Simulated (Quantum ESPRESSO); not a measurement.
**SbSe2 in Quantum ESPRESSO: the effect of functional**

Crystal: SbSe2.

```
Sb Se
1.0
     0.00000    3.45640    3.45640
     3.45640    0.00000    3.45640
     3.45640    3.45640    0.00000
Sb Se
1 2
Direct
  0.00000 0.00000 0.00000
  0.25000 0.25000 0.25000
  0.75000 0.75000 0.75000
```

The cell was built by a generator and needn't be a form met in nature.

Alike in all runs:

| Property | Result |
| --- | --- |
| Program | Quantum ESPRESSO 7.5 |
| Task | phonons |
| Cutoff | 1170 eV |
| Density cutoff | 4680 eV |
| k mesh | 2 × 2 × 2, shifted |
| Occupations | fermi-dirac, width 0.05 eV |
| Spin | no spin polarisation |

Each run relaxes the cell or the atoms first.

Question: One run gave: relaxed volume 29.76 Å³/atom; highest phonon frequency 90 cm⁻¹. Which functional did it use?
A. BLYP
B. AM05
C. PBEsol
D. WC
E. vdW-DF-cx

Answer: A.

| functional | potentials or basis | relaxed volume (Å³/atom) | highest phonon frequency (cm⁻¹) |
| --- | --- | --- | --- |
| LDA | PseudoDojo 0.4.1 SR LDA standard | 25.42 | 110 |
| PBE | PseudoDojo 0.4.1 SR PBE standard | 27.41 | 96 |
| PBEsol | PseudoDojo 0.4.1 SR PBEsol standard | 25.98 | 107 |
| AM05 | PseudoDojo 0.4.1 SR PBE standard | 26.06 | 104 |
| BLYP | PseudoDojo 0.4.1 SR PBE standard | 29.76 | 90 |
| WC | PseudoDojo 0.4.1 SR PBE standard | 26.08 | 107 |
| vdW-DF-cx | PseudoDojo 0.4.1 SR PBE standard | 26.28 | 107 |

Caveats: all runs use coarse meshes; the mesh is thin for the phonons of a metal; the potentials were made for another functional, which shifts forces and pressure (some runs); some modes are imaginary (some runs); before the sum rule the acoustic modes lie tens of cm⁻¹ from zero, a sign that the density grid also shifts the optical modes (some runs).
